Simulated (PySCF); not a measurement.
# WF: from the state search to spectroscopic constants

The task here is to estimate one member of a computed series from the others.

Computed with PySCF 2.14.0. Level: W def2-TZVPP with ECP60, F def2-TZVPP, scalar-relativistic core potentials.

Set-up of the first run:

The job is set up so:

```json
{"atoms": "W, F", "charge": "0", "basis": "W def2-TZVPP with ECP60, F def2-TZVPP", "Hamiltonian": "scalar-relativistic core potentials", "basis functions": "87", "electrons treated": "23", "masses in u": "183.9509, 18.9984", "levels": "PBE0, PBE, r²SCAN, r²SCAN0, LDA, BLYP, BHandHLYP, ωB97X-V, HF, MP2, SCS-MP2", "grid": "80 radial by 434 angular points", "occupations": "held fixed by the projection of orbital angular momentum", "dissociation limit": "W + F, each in its ground configuration", "starting distance in angstrom": "1.900", "values of 2S to try": "1, 3, 5, 7"}
```

Launch:

```
OMP_NUM_THREADS=1 python dia.py task.json out
```

Steps of the session up to this table: Set-up; First curve: PBE0; Excited determinants; PBE (GGA); r²SCAN; r²SCAN0; LDA; BLYP (GGA); BHandHLYP (global hybrid GGA); ωB97X-V; UHF (mean field).

One of the session's tables, all rows but one given; the rest of the session is left out.

It belongs to the step «Constants by level of theory». 

| level | Re (Å) | ωe (cm⁻¹) | De (eV) | μ (D) |
| --- | --- | --- | --- | --- |
| UHF | 1.915 | 627 | 4.46 | -3.17 |
| UHF-MP2 | 1.890 | 651 | 5.86 | n/a |
| UHF-SCS-MP2 | 1.899 | 641 | 5.42 | n/a |
| LDA | ? | ? | ? | ? |
| PBE | 1.898 | 629 | 6.07 | -2.30 |
| BLYP | 1.914 | 613 | 5.63 | -2.40 |
| r²SCAN | 1.893 | 640 | 6.00 | -2.48 |
| PBE0 | 1.889 | 645 | 5.79 | -2.62 |
| r²SCAN0 | 1.888 | 649 | 5.69 | -2.76 |
| BHandHLYP | 1.897 | 643 | 5.09 | -2.97 |
| ωB97X-V | 1.894 | 641 | 5.62 | -2.54 |

Estimate the missing values for LDA.

As computed: Re (Å): 1.869; ωe (cm⁻¹): 667; De (eV): 6.83; μ (D): -2.13. In the column «Re (Å)» it is the lowest.

De is counted to W + F in their ground configurations.
